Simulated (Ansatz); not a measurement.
# C4H12Cl2In2S2: the cost of one run

Method: one geometry, several basis sets; program: Ansatz 0.2.0, Gaussian basis.

The runs, in order: PBE0-D4/def2-SVP; ωB97M-V/def2-SVP; PBE0-D4/def2-QZVPP; ωB97M-V/def2-QZVPP; the functionals' def2-TZVPP values are taken from earlier runs.

## Step 1: Structure used throughout

An earlier PBE0-D4 in a triple-zeta def2 set relaxation fixed the geometry. In takes the def2 core potential; no spin-orbit term is included.

22 atoms, charge 0, spin multiplicity 1.

Atoms are counted from 1 here; the program's logs count them from 0.

Bond lengths: C1–C2 1.520 Å, C1–H11 1.094 Å, C1–H12 1.094 Å, C1–H13 1.094 Å, C2–In3 2.152 Å, C2–H14 1.092 Å, C2–H15 1.092 Å, In3–Cl4 2.335 Å, In3–S5 2.590 Å, In3–S10 2.590 Å, S5–In6 2.590 Å, S5–H16 1.345 Å, In6–Cl7 2.335 Å, In6–C8 2.152 Å, In6–S10 2.590 Å, C8–C9 1.520 Å, C8–H17 1.092 Å, C8–H18 1.092 Å and more. Angles: C2–C1–H11 112.2°, C2–C1–H12 111.3°, C2–C1–H13 112.1°, H11–C1–H12 106.8°, H11–C1–H13 107.3°, H12–C1–H13 106.8°, C1–C2–In3 113.4°, C1–C2–H14 111.4°, C1–C2–H15 111.4°, In3–C2–H14 106.6°, In3–C2–H15 106.6°, H14–C2–H15 107.0°, C2–In3–Cl4 128.4°, C2–In3–S5 111.7°, C2–In3–S10 111.8°, Cl4–In3–S5 103.1°, Cl4–In3–S10 103.1°, S5–In3–S10 92.5° and more.

## Step 2: PBE0-D4 in def2-SVP

The input, in.yaml:

```yaml
crystal:
  periodic: [false, false, false]
  atoms:
    - {symbol: C, position_ang: [2.333819, -1.021584, -0.399252]}
    - {symbol: C, position_ang: [2.274705, -0.533854, -1.837621]}
    - {symbol: In, position_ang: [0.462282, 0.527785, -2.306342]}
    - {symbol: Cl, position_ang: [-0.161589, 1.508852, -4.331155]}
    - {symbol: S, position_ang: [-1.642238, -0.824298, -1.633794]}
    - {symbol: In, position_ang: [-2.171799, 1.058694, 0.063891]}
    - {symbol: Cl, position_ang: [-3.876762, 2.257845, -0.988156]}
    - {symbol: C, position_ang: [-2.092960, 0.348956, 2.094097]}
    - {symbol: C, position_ang: [-0.815614, -0.407637, 2.420046]}
    - {symbol: S, position_ang: [-0.039850, 2.385072, -0.572456]}
    - {symbol: H, position_ang: [1.516656, -1.708833, -0.162794]}
    - {symbol: H, position_ang: [3.266776, -1.557800, -0.199342]}
    - {symbol: H, position_ang: [2.282550, -0.197444, 0.317758]}
    - {symbol: H, position_ang: [3.100962, 0.143783, -2.063231]}
    - {symbol: H, position_ang: [2.340431, -1.364728, -2.543445]}
    - {symbol: H, position_ang: [-0.984569, -1.578449, -0.734417]}
    - {symbol: H, position_ang: [-2.975731, -0.277233, 2.240420]}
    - {symbol: H, position_ang: [-2.212194, 1.224990, 2.735339]}
    - {symbol: H, position_ang: [0.075875, 0.211742, 2.287466]}
    - {symbol: H, position_ang: [-0.690630, -1.294823, 1.792960]}
    - {symbol: H, position_ang: [-0.811216, -0.751068, 3.459245]}
    - {symbol: H, position_ang: [0.711900, 1.819832, 0.389583]}
basis:
  gaussian: {orbitals: def2-SVP}
hamiltonian: {xc: pbe0, dispersion: d4}
output: {orbitals: {seedname: orbitals}}
```

Command:

```console
ansatz run in.yaml --threads 11 --pin off --events-out ev --progress --plain --max-ram 174080MiB --backend cpu
```

What time and memory should one allow on 11 threads of AMD EPYC 7R13, shared host?

About 3.8 s, with a peak of 1.1 GiB.
